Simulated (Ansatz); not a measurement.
# GeN+ (triplet): the correlation ladder at distance Ge1–N2 = 3.478 Å, cc-pVDZ

Aim: climb from Hartree-Fock through coupled cluster and multireference methods for GeN+ (triplet) at one geometry and basis, and see what each rung misses.

The runs use Ansatz 0.2.0, Gaussian basis; cc-pVDZ, core rule «outside noble gas», up to 15 orbitals frozen.

Plan: UHF; CCSD(T) on ROHF; CCSD(T) on UHF; BCCD(T) on ROHF; CISD as a restricted active space (open shells left free, so some higher excitations enter); CCSDT(Q) on ROHF; CCSDT(Q) on UHF; CCSDTQ on ROHF; CCSDTQ on UHF; CASSCF and MRCISD+Q, 4 electrons in 4 orbitals; CASSCF and NEVPT2, 4 electrons in 4 orbitals; CASSCF and MRCISD+Q, 8 electrons in 8 orbitals; CASSCF and NEVPT2, 8 electrons in 8 orbitals; Full CI; Full CI in the symmetry of the determinant.

3 further runs of the same task are left out: 2 for a known fault of the program, 1 that didn't finish. Runs told in other sessions of the task aren't counted.

## 1. The geometry

The geometry derives from a PBE0/def2-TZVP stationary point (not a proven minimum). One bond is set to the value named and the two fragments are kept rigid. No spin-orbit coupling is included. The filled d shell of Ge may be among the frozen orbitals whatever the setting's name suggests.

2 atoms, charge 1, spin multiplicity 3.

Atoms are counted from 1 here; the program's logs count them from 0.

No contacts short enough for the rule that draws bonds.

## 2. UHF

in.yaml

```yaml
crystal:
  periodic: [false, false, false]
  atoms:
    - {symbol: Ge, position_ang: [0.000000, 0.000000, 0.000000]}
    - {symbol: N, position_ang: [0.000000, 0.000000, 3.478000]}
basis:
  gaussian: {orbitals: cc-pVDZ}
total_charge: 1
magnetization: {spin_polarized: true, initial_magnetization: 2}
hamiltonian: {xc: hf}
output: {orbitals: {seedname: orbitals}}
```

On the command line:

```console
$ ansatz run in.yaml --threads 1 --pin off --events-out ev --progress --plain --max-ram 4096MiB --backend cpu
```

The runs that follow: CCSD(T) on ROHF; CCSD(T) on UHF; BCCD(T) on ROHF; CISD as a restricted active space (open shells left free, so some higher excitations enter); CCSDT(Q) on ROHF; CCSDT(Q) on UHF; CCSDTQ on ROHF; CCSDTQ on UHF; CASSCF and MRCISD+Q, 4 electrons in 4 orbitals; CASSCF and NEVPT2, 4 electrons in 4 orbitals; CASSCF and MRCISD+Q, 8 electrons in 8 orbitals; CASSCF and NEVPT2, 8 electrons in 8 orbitals; Full CI; Full CI in the symmetry of the determinant.

**Question.** What will the summary of the whole plan be? Wanted: FCI from the RHF energy; UMP2 from FCI; UCCSD(T) from FCI; UCCSDT(Q) from FCI; NEVPT2 pair from FCI; MRCISD+Q pair from FCI; NEVPT2 valence from FCI; T1 diagnostic; effectively unpaired electrons.

As calculated:

| quantity | value |
| --- | --- |
| FCI from the ROHF energy | -7.3881 eV |
| UMP2 from FCI | +894.5 meV |
| UCCSD(T) from FCI | +2.8 meV |
| UCCSDT(Q) from FCI | -8.0 meV |
| NEVPT2 pair from FCI | +880.8 meV |
| MRCISD+Q pair from FCI | -57.7 meV |
| NEVPT2 valence from FCI | +699.0 meV |
| levels within 1 kcal/mol (43 meV) | UCCSD, UCCSD(T), UCCSDT, UCCSDT(Q), UCCSDTQ, MRCISD+Q valence |
| T1 diagnostic | 0.282 |
| effectively unpaired electrons | 4.03 |

What this shows: UCCSD(T) lands +2.8 meV from the yardstick (0.0 % of the correlation energy). UCCSDT, UCCSDT(Q), UCCSDTQ, MRCISD+Q pair, MRCISD+Q valence fall below full CI: unrestricted runs freeze a spin-polarised core, another one than full CI's, and coupled cluster isn't variational. The occupations show strong static correlation (4.0 unpaired electrons where one determinant has 2). Coupled cluster on one determinant still stays close here. Of the multireference levels listed MRCISD+Q valence comes nearest in total energy (-32.6 meV), which doesn't show that its space is the better one. The lowest state has another symmetry than the determinant, whose own symmetry lies 0.00 eV higher, so single-reference misses include that gap. Coupled cluster took another determinant than the lowest Hartree-Fock one. These misses are within one basis, not against nature; the frozen cores of restricted and unrestricted runs differ, which can shift their rows.

Levels on UHF freeze UHF's core orbitals, full CI those of ROHF, so the U rows can settle a little off it for that reason alone.

With open shells the CI space here admits some higher excitations, so it is larger than plain CISD.
